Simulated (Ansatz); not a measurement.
# Mn3Al: properties at the relaxed cell

An exercise on one series of results from a longer session: the logs are not shown, and one member is left open.

Method: DFT PBEsol, scalar-relativistic, plane waves, PAW, in Ansatz 0.2.0.

2 further runs of the same task are left out: 2 set aside as unsound or not needed.

## The system as given

Symmetry: Fm-3m, No. 225, cubic system. Conventional cell: a = 5.683 Å, b = 5.683 Å, c = 5.683 Å, α = 90.00°, β = 90.00°, γ = 90.00°. Mn (site symmetry -43m) is surrounded by 4 Al at 2.46 Å and 4 Mn at 2.46 Å. Mn (site symmetry m-3m) has 8 Mn at 2.46 Å as nearest neighbours. Around Al (site symmetry m-3m) lie 8 Mn at 2.46 Å.

Coordinates:

```cif
data_structure
_symmetry_space_group_name_H-M 'P 1'
_symmetry_Int_Tables_number 1
_cell_length_a 4.0188
_cell_length_b 4.0188
_cell_length_c 4.0188
_cell_angle_alpha 60.000
_cell_angle_beta 60.000
_cell_angle_gamma 60.000
_cell_volume 45.90
loop_
_atom_site_label
_atom_site_type_symbol
_atom_site_fract_x
_atom_site_fract_y
_atom_site_fract_z
_atom_site_occupancy
Mn1 Mn 0.75000 0.75000 0.75000 1
Mn2 Mn 0.25000 0.25000 0.25000 1
Mn3 Mn 0.00000 0.00000 0.00000 1
Al1 Al 0.50000 0.50000 0.50000 1
```

It goes back to an entry of the Materials Project, which need not be the stable form.

It is the result of an earlier relaxation at this level (volume 11.47 Å³/atom; gap on the mesh: none (metal), site moments up to 2.2 μB).

The first run:

File input.yaml:

```yaml
crystal:
  lattice:
    - [0.0, 2.8417074355, 2.8417074355]
    - [2.8417074355, 0.0, 2.8417074355]
    - [2.8417074355, 2.8417074355, 0.0]
  atoms:
    - { symbol: Mn, position: [0.75, 0.75, 0.75], spin: -1.18 }
    - { symbol: Mn, position: [0.25, 0.25, 0.25], spin: -1.18 }
    - { symbol: Mn, position: [0.0, 0.0, 0.0], spin: 2.4 }
    - { symbol: Al, position: [0.5, 0.5, 0.5] }
basis:
  ecutwfc: 420
kpoints:
  mp_grid: { grid: [12, 12, 12] }
  band_path:
    path:
      - [[0.0, 0.0, 0.0], [0.5, 0.0, 0.5], [0.625, 0.25, 0.625]]
      - [[0.375, 0.375, 0.75], [0.0, 0.0, 0.0], [0.5, 0.5, 0.5], [0.5, 0.25, 0.75], [0.5, 0.0, 0.5]]
    npoints: 14
hamiltonian:
  xc: pbesol
scf:
  occupations: { method: gaussian, width: 0.1 }
  n_extra_bands: 10
output:
  forces: true
  stress: true
  eigenvalues: true
  populations: true
  dos: { projected: true, de: 0.02, nscf_kmesh: { grid: [18, 18, 18] } }
  bader: true
  write_density: true
  write_potential: true
  elf: true
  volumetric_format: npy
magnetization:
  spin_polarized: true
checkpoint:
  read: start.run
  write: ck
  compress: false
  write_wavefunctions: false
  write_every: 100000
```

Started as:

```
> ansatz run input.yaml --threads 1 --pin off --max-ram 2560MiB --backend cpu --events-out ev --progress --plain --runs-dir out
```

Among the steps run: Static run: bands, density of states and charges; The cell as listed, for comparison; Point at V/V0 = 0.97; The cell scaled to 1.03 of its volume; Volume × 0.94; Point at V/V0 = 1.06; Point at V/V0 = 0.91; Point at V/V0 = 1.10; Point at V/V0 = 0.88.

One table of the session follows, with a row left open; its other results are not shown here.

It belongs to the step «Equation of state». 

```
volume (Å³/atom)  energy above the lowest point (meV/atom)  pressure (GPa)  largest moment (μB)
          10.097                                     103.0           27.21                 0.80
          10.441                                      55.0           18.23                 1.22
          10.785                                      23.4           11.45                 1.65
          11.130                                         ?               ?                    ?
          11.474                                       0.0            0.00                 2.19
          11.818                                       5.1           -4.48                 2.40
          12.162                                      18.7           -8.19                 2.60
          12.621                                      47.8          -12.32                 2.82
```

Q: Estimate the row for volume (Å³/atom) = 11.130 from the others.

Worked estimate for «energy above the lowest point (meV/atom)». A straight line through the neighbours (10.785, 23.4) and (11.474, 0.0) gives 23.4 + (0.0 − 23.4) × (11.130 − 10.785) / (11.474 − 10.785) = 11.7; a parabola fitted to 4 rows on both sides gives 5.6.

As computed: energy above the lowest point (meV/atom): 5.5; pressure (GPa): 5.40; largest moment (μB): 1.96. In «energy above the lowest point (meV/atom)» the line misses by +6.2 and the parabola by +0.1.

To keep in mind: Warnings in the runs' records: stability check not made.
